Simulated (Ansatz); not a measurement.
**CH3F3OSn: small, medium and large basis sets**

The task here is to estimate one member of a computed series from the others.

The runs use Ansatz 0.2.0, Gaussian basis; one geometry, several basis sets.

The runs, in order: PBE0-D4/def2-SVP; ωB97M-V/def2-SVP; PBE0-D4/def2-QZVPP; ωB97M-V/def2-QZVPP; the functionals' def2-TZVPP values are taken from earlier runs.

1 further run of the same task is left out (for a known fault of the program). Runs told in other sessions of the task aren't counted.

## Structure used throughout

All runs share one geometry, relaxed beforehand with PBE0-D4 in a triple-zeta def2 set. Sn takes the def2 core potential; no spin-orbit term is included.

SMILES `FC(F)(F)[O][SnH3]`, 9 atoms, charge 0, spin multiplicity 1.

Atoms are counted from 1 here; the program's logs count them from 0.

Bond lengths: F1–C2 1.333 Å, C2–F3 1.361 Å, C2–F4 1.348 Å, C2–O5 1.309 Å, O5–Sn6 2.012 Å, Sn6–H7 1.696 Å, Sn6–H8 1.696 Å, Sn6–H9 1.694 Å. Angles: F1–C2–F3 107.0°, F1–C2–F4 107.0°, F1–C2–O5 111.4°, F3–C2–F4 105.5°, F3–C2–O5 112.6°, F4–C2–O5 113.0°, C2–O5–Sn6 121.9°, O5–Sn6–H7 105.4°, O5–Sn6–H8 106.2°, O5–Sn6–H9 100.0°, H7–Sn6–H8 114.4°, H7–Sn6–H9 114.2°, H8–Sn6–H9 114.7°.

Coordinates:

```xyz
9
charge 0, multiplicity 1
F     2.1558    0.0825   -1.4963
C     1.0017   -0.3102   -0.9575
F     0.0129    0.0824   -1.8062
F     0.9899   -1.6581   -0.9891
O     0.8493    0.1740    0.2488
Sn   -0.9648    0.3616    1.0994
H    -1.6224    1.7827    0.4474
H    -1.8199   -1.0503    0.7085
H    -0.5139    0.4892    2.7278
```

Set-up of the first run:

File in.yaml:

```yaml
crystal:
  periodic: [false, false, false]
  atoms:
    - {symbol: F, position_ang: [2.155813, 0.082451, -1.496331]}
    - {symbol: C, position_ang: [1.001705, -0.310176, -0.957501]}
    - {symbol: F, position_ang: [0.012931, 0.082428, -1.806221]}
    - {symbol: F, position_ang: [0.989853, -1.658148, -0.989095]}
    - {symbol: O, position_ang: [0.849307, 0.173958, 0.248847]}
    - {symbol: Sn, position_ang: [-0.964779, 0.361573, 1.099421]}
    - {symbol: H, position_ang: [-1.622399, 1.782743, 0.447393]}
    - {symbol: H, position_ang: [-1.819896, -1.050280, 0.708471]}
    - {symbol: H, position_ang: [-0.513936, 0.489153, 2.727815]}
basis:
  gaussian: {orbitals: def2-SVP}
hamiltonian: {xc: pbe0, dispersion: d4}
output: {orbitals: {seedname: orbitals}}
```

Run with:

```bash
> ansatz run in.yaml --threads 4 --pin off --events-out ev --progress --plain --max-ram 10444MiB
```

Among the steps run: PBE0-D4 in def2-SVP; ωB97M-V in def2-SVP; PBE0-D4 in def2-QZVPP; ωB97M-V in def2-QZVPP.

One table of the session follows, with a row left open; its other results are not shown here.

It belongs to the step «Density functionals: the series». 

```
functional       basis  HOMO (eV)
   PBE0-D4    def2-SVP      -9.25
   PBE0-D4  def2-TZVPP      -9.37
   PBE0-D4  def2-QZVPP      -9.39
   ωB97M-V    def2-SVP     -11.54
   ωB97M-V  def2-TZVPP          ?
   ωB97M-V  def2-QZVPP     -11.71
```

Estimate the missing values for ωB97M-V, def2-TZVPP.

**Answer.** HOMO (eV): -11.68. In the column «HOMO (eV)» it lies between ωB97M-V, def2-QZVPP (-11.71) and ωB97M-V, def2-SVP (-11.54).
